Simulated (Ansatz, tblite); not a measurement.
**Tetramethylammonium triflate (C₅H₁₂F₃NO₃S): rung by rung**

The task here is to estimate one member of a computed series from the others.

Program: Ansatz 0.2.0, Gaussian basis. Level of theory: as each input shows. These are calculated values, not measurements.

Plan: GFN1-xTB, GFN2-xTB, PBE-D4/def2-TZVP, r2SCAN-D4/def2-TZVP, BHLYP-D4/def2-TZVP, BLYP-D4/def2-TZVP, PBE-D4/def2-SVP, PBE0-D4/def2-SVP, HF/STO-3G, HF/6-31G, B3LYP-D4/6-31G, MP2/def2-SVP.

4 further runs of the same task are left out: 4 that didn't finish. Runs told in other sessions of the task aren't counted.

**The structure**

The singlet was relaxed beforehand with PBE-D4/def2-SVP.

SMILES `C[N+](C)(C)C.O=S(=O)([O-])C(F)(F)F`, 25 atoms, charge 0, spin multiplicity 1.

Bond lengths: C1–N2 1.497 Å, C1–H6 1.106 Å, C1–H7 1.106 Å, C1–H8 1.104 Å, N2–C3 1.511 Å, N2–C4 1.498 Å, N2–C5 1.511 Å, C3–H9 1.106 Å, C3–H10 1.108 Å, C3–H11 1.106 Å, C4–H12 1.105 Å, C4–H13 1.106 Å, C4–H14 1.105 Å, C5–H15 1.105 Å, C5–H16 1.105 Å, C5–H17 1.107 Å, O18–S19 1.508 Å, S19–O20 1.477 Å and more. Angles: N2–C1–H6 109.4°, N2–C1–H7 109.3°, N2–C1–H8 108.4°, H6–C1–H7 110.1°, H6–C1–H8 109.9°, H7–C1–H8 109.9°, C1–N2–C3 109.3°, C1–N2–C4 110.0°, C1–N2–C5 109.3°, C3–N2–C4 108.8°, C3–N2–C5 110.6°, C4–N2–C5 108.9°, N2–C3–H9 108.6°, N2–C3–H10 107.9°, N2–C3–H11 108.0°, H9–C3–H10 105.6°, H9–C3–H11 113.2°, H10–C3–H11 113.4° and more.

PBE0-D4/def2-TZVP was run before; its log isn't repeated, and its numbers join the tables.

The first run:

Tight binding, by tblite at 300 K electronic temperature and without a spin-polarisation term:

```python
tblite.interface.Calculator('GFN1-xTB', numbers, positions, charge=0, uhf=0).singlepoint()
```

Tight binding, by tblite at 300 K electronic temperature and without a spin-polarisation term:

```python
tblite.interface.Calculator('GFN2-xTB', numbers, positions, charge=0, uhf=0).singlepoint()
```

start.molden holds the orbitals of an earlier run on this state, given as this run's starting guess.

File in.yaml:

```yaml
crystal:
  periodic: [false, false, false]
  atoms:
    - {symbol: C, position_ang: [-2.310356, -1.239653, -0.500240]}
    - {symbol: N, position_ang: [-1.087299, -0.916235, 0.299773]}
    - {symbol: C, position_ang: [0.104409, -1.624103, -0.301158]}
    - {symbol: C, position_ang: [-1.261321, -1.379808, 1.713909]}
    - {symbol: C, position_ang: [-0.872135, 0.578948, 0.298712]}
    - {symbol: H, position_ang: [-2.468089, -2.333896, -0.502528]}
    - {symbol: H, position_ang: [-3.184445, -0.731345, -0.053105]}
    - {symbol: H, position_ang: [-2.155416, -0.880399, -1.533084]}
    - {symbol: H, position_ang: [0.277389, -1.223051, -1.316946]}
    - {symbol: H, position_ang: [0.999932, -1.342049, 0.287736]}
    - {symbol: H, position_ang: [-0.102487, -2.710215, -0.291442]}
    - {symbol: H, position_ang: [-2.131740, -0.866211, 2.161906]}
    - {symbol: H, position_ang: [-1.420307, -2.473818, 1.722544]}
    - {symbol: H, position_ang: [-0.343742, -1.126621, 2.274253]}
    - {symbol: H, position_ang: [-1.769735, 1.055162, 0.733967]}
    - {symbol: H, position_ang: [-0.672517, 0.903983, -0.737972]}
    - {symbol: H, position_ang: [0.052876, 0.789985, 0.869027]}
    - {symbol: O, position_ang: [1.315525, 0.674069, -1.781880]}
    - {symbol: S, position_ang: [2.409729, 0.958736, -0.783910]}
    - {symbol: O, position_ang: [3.795238, 0.773831, -1.260495]}
    - {symbol: O, position_ang: [2.115324, 0.422953, 0.602388]}
    - {symbol: C, position_ang: [2.225620, 2.818857, -0.527057]}
    - {symbol: F, position_ang: [3.096851, 3.277662, 0.385530]}
    - {symbol: F, position_ang: [0.969475, 3.107265, -0.083729]}
    - {symbol: F, position_ang: [2.417221, 3.485963, -1.676198]}
basis:
  gaussian: {orbitals: def2-TZVP, initial_orbitals: start.molden}
hamiltonian: {xc: pbe, dispersion: d4}
scf: {omitted_lower_state_checks: [starts]}
output: {orbitals: {seedname: orbitals}}
```

Run with:

```console
> ansatz run in.yaml --threads 4 --pin off --events-out ev --progress --plain --max-ram 6963MiB
```

Steps of the session up to this table: PBE-D4/def2-TZVP; r2SCAN-D4/def2-TZVP; BHLYP-D4/def2-TZVP; BLYP-D4/def2-TZVP; PBE-D4/def2-SVP; PBE0-D4/def2-SVP; HF/STO-3G; HF/6-31G; B3LYP-D4/6-31G; MP2/def2-SVP.

One table of the session follows, with a row left open; its other results are not shown here.

It belongs to the step «Binding energy». 

| level | binding an atom (eV) |
| --- | --- |
| HF/STO-3G | 2.448 |
| HF/6-31G | 2.032 |
| HF/def2-SVP | 2.615 |
| PBE-D4/def2-SVP | 4.076 |
| PBE-D4/def2-TZVP | 4.079 |
| BLYP-D4/def2-TZVP | 3.955 |
| r2SCAN-D4/def2-TZVP | 3.958 |
| B3LYP-D4/6-31G | 3.454 |
| PBE0-D4/def2-SVP | ? |
| PBE0-D4/def2-TZVP | 3.946 |
| BHLYP-D4/def2-TZVP | 3.736 |
| MP2/def2-SVP | 3.739 |

Estimate the missing values for PBE0-D4/def2-SVP.

As computed: binding an atom (eV): 3.933. In the column «binding an atom (eV)» it lies between MP2/def2-SVP (3.739) and PBE0-D4/def2-TZVP (3.946).

Limits of these values: Free atoms were run apart at each level; binding is atoms less cluster, divided by the number of atoms, without zero-point or spin-orbit terms.
